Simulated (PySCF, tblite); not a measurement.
**C5H4F2O2: geometry, infrared bands and NMR shifts**

Aim: predict the infrared bands and NMR shifts of C5H4F2O2 (`O=C[C@@H]1OCC(F)=C1F`).

Computed with tblite 0.8.0 and PySCF 2.14.0, with density-fitted response routines of our own, on a single molecule in the gas phase. Atoms count from 0, in the outputs and in this text.

## (1) The starting structure

13 atoms, charge 0, multiplicity 1; geometry from: force field or distance geometry start.

Bonds of the start (Å): O0–C1 1.24, C1–C2 1.45, C2–O3 1.42, O3–C4 1.42, C4–C5 1.51, C5–F6 1.36, C5–C7 1.35, C7–F8 1.35, C7–C2 1.50, C1–H9 1.08, C2–H10 1.10, C4–H11 1.09, C4–H12 1.09.

## (2) Optimising the geometry with GFN2-xTB

What the job is given:

```
{"job": {"kind": "relax", "xc": "GFN2-xTB", "basis": "xTB"}, "charge": 0, "multiplicity": 1}
O      2.602300     1.069000     0.688300
C      2.050800     0.184300     0.024800
C      0.653700    -0.114100     0.270700
O      0.122800    -1.143900    -0.543500
C     -1.198700    -1.061100    -0.029400
C     -1.465500     0.386500    -0.363300
F     -2.636300     0.954200    -0.766300
C     -0.275700     0.982300    -0.158800
F      0.033200     2.291700    -0.315900
H      2.684000    -0.340500    -0.682900
H      0.415000    -0.333600     1.319700
H     -1.875300    -1.761200    -0.520900
H     -1.114700    -1.113100     1.059800
```

Run with:

```bash
OMP_NUM_THREADS=1 python probes_run.py task.json out
```

The driver reads the jobs from task.json and runs them one after another.

**Question.** This job is followed by: GFN2-xTB harmonic vibrations, gas phase; GIAO PBE0/pcSseg-1 NMR shielding, non-relativistic, gas phase. What will the session give for the following? strongest single infrared mode (GFN2-xTB); zero-point energy (GFN2-xTB); 13C shifts against TMS (PBE0/pcSseg-1); 1H shifts against TMS (PBE0/pcSseg-1); 17O shifts against H2O (PBE0/pcSseg-1); 19F shifts against CFCl3 (PBE0/pcSseg-1); surface potential, 1st and 99th percentile.

The runs gave:

| quantity | value |
| --- | --- |
| strongest single infrared mode (GFN2-xTB) | 1813 cm⁻¹, 296 km/mol |
| zero-point energy (GFN2-xTB) | 51.5 kcal/mol |
| 13C shifts against TMS (PBE0/pcSseg-1) | 203.7, 146.9, 140.8, 87.4, 72.5 ppm |
| 1H shifts against TMS (PBE0/pcSseg-1) | 9.98, 5.17, 5.04, 4.86 ppm |
| 17O shifts against H2O (PBE0/pcSseg-1) | 706.3, 15.9 ppm |
| 19F shifts against CFCl3 (PBE0/pcSseg-1) | -164.7, -165.2 ppm |
| surface potential, 1st and 99th percentile | -1.37 V and 1.30 V |

In words: Relaxing lowered the energy by 1.173 eV in 51 steps; the close pair that moved most is C1–C2, from 1.450 to 1.531 Å. All 33 modes are real, so the xTB geometry is a minimum. The strongest single mode, at 1813 cm⁻¹, moves mainly C1 and O0. Unscaled tight-binding wavenumbers are off by several per cent, some by more. Its intensities can rank the bands wrongly. The most deshielded carbon is C1 (aldehyde carbonyl carbon), at 203.7 ppm: the double bond to the heteroatom, with no lone-pair donor beside it, deshields it most. The most deshielded hydrogen is H9 (hydrogen on an aldehyde carbonyl carbon), at 9.98 ppm: the formyl region, downfield of aromatic protons. At PBE0/pcSseg-1: Shielding is most anisotropic at O0 (span 1390 ppm, paramagnetic term -765 ppm). By nearest atom (PBE0/pcSseg-1), the HOMO sits on O0 22 %; C5, C7 about 14 % each and the LUMO on C1 37 %; O0 29 %.
